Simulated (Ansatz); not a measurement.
## Sn, space group Immm: a comparison of functionals at one structure, step by step

With the Python package of Ansatz (0.2.0).

Typed at the interpreter:
```pycon
>>> import warnings
>>> import ansatz
>>> warnings.simplefilter("ignore", ansatz.DeckWarning)
>>> crystal = (
...     ansatz.Lattice.of((-1.726539, 1.775547, 2.338342), (1.726539, -1.775547, 2.338342), (1.726539, 1.775547, -2.338342))
...     .atom("Sn", (0.0, 0.0, 0.0))
... )
>>> [site.symbol for site in crystal.resolved().sites]
['Sn']
>>> job = (
...     crystal.calculation()
...     .basis(31 * ansatz.Ry)
...     .kpoints(11, 11, 11)
...     .occupations("cold")
...     .scf(tolerance=1e-09)
... )
>>> rows = []
>>> for value in ["blyp", "pbesol", "lda"]:
...     rep = job.functional(value).run(threads=1, pin="off").report
...     rows.append((value, rep["free_energy_ev"] / len(rep["lattice"]["sites"]), rep["n_iterations"], rep["n_kpoints"]))
...
>>> print("  functional   F/atom (eV)    iterations      k-points")
  functional   F/atom (eV)    iterations      k-points
>>> for row in rows:
...     print(f"{str(row[0]):>12s}  {row[1]:12.5f}  {row[2]:12d}  {row[3]:12d}")
...
        blyp   -6040.37889             7           216
      pbesol   -5949.73272             7           216
         lda   -5879.44579             8           216
```

BLYP can be off by several per cent in the lattices of metals, and by several GPa in the pressure at a fixed cell. The mesh is modest for a metal, so energies can be off by several to tens of meV an atom and pressures by half a GPa or more; differences at equal mesh fare better. This isn't the structure that Sn takes at ambient conditions. Total energies of different functionals can't be compared; pressures, moments and gaps at this one structure can. Run time: 9.1 s on 1 thread of Arm Neoverse V2, on a shared host, peak memory 0.39 GiB.
